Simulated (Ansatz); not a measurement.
# CH4AlBOS: the cost of one run

Program: Ansatz 0.2.0. Level of theory: UKS B3LYP-D4/STO-3G. These are calculated values, not measurements.

## 1. The system as given

Bond lengths: B1–C2 1.501 Å, C2–O3 1.204 Å, C2–S4 1.853 Å, S4–Al5 2.315 Å, B1–H6 1.252 Å, B1–H7 1.171 Å, Al5–H8 1.573 Å, Al5–H9 1.564 Å. Angles: B1–C2–O3 117.9°, B1–C2–S4 122.4°, O3–C2–S4 119.6°, C2–B1–H6 120.8°, C2–B1–H7 123.7°, H6–B1–H7 115.5°, C2–S4–Al5 91.5°, S4–Al5–H8 120.0°, S4–Al5–H9 117.2°, H8–Al5–H9 122.8°.

Structure file:

```xyz
9

B    -1.0791    0.5368    1.3125
C     0.2758   -0.0638    1.0723
O     0.5311   -1.1107    1.6090
S     1.5610    0.7681    0.0278
Al    0.8468   -0.3634   -1.8611
H    -1.4069    1.6164    0.7706
H    -1.8945    0.0482    1.9968
H    -0.2746    0.2579   -2.7734
H     1.5289   -1.7357   -2.1717
```

## 2. Relaxing end A

Contents of input.yaml:

```yaml
crystal:
  periodic: [false, false, false]
  atoms:
    - { symbol: B, position_ang: [-1.0791, 0.5368, 1.3125] }
    - { symbol: C, position_ang: [0.2758, -0.0638, 1.0723] }
    - { symbol: O, position_ang: [0.5311, -1.1107, 1.609] }
    - { symbol: S, position_ang: [1.561, 0.7681, 0.0278] }
    - { symbol: Al, position_ang: [0.8468, -0.3634, -1.8611] }
    - { symbol: H, position_ang: [-1.4069, 1.6164, 0.7706] }
    - { symbol: H, position_ang: [-1.8945, 0.0482, 1.9968] }
    - { symbol: H, position_ang: [-0.2746, 0.2579, -2.7734] }
    - { symbol: H, position_ang: [1.5289, -1.7357, -2.1717] }
magnetization:
  spin_polarized: true
basis:
  gaussian: { orbitals: STO-3G }
hamiltonian:
  xc: b3lyp
  dispersion: d4
relax:
  f_tol: 0.02
  max_steps: 50
```

Launch:

```sh
> ansatz run input.yaml --threads 1 --pin off --max-ram 2048MiB --backend cpu --events-out ev --progress --plain --runs-dir out
```

**Question.** How long does this run take on 1 thread of Intel Xeon 6975P-C (Granite Rapids), shared host, and how much memory does it need?

About 93 s, with a peak of 0.21 GiB.
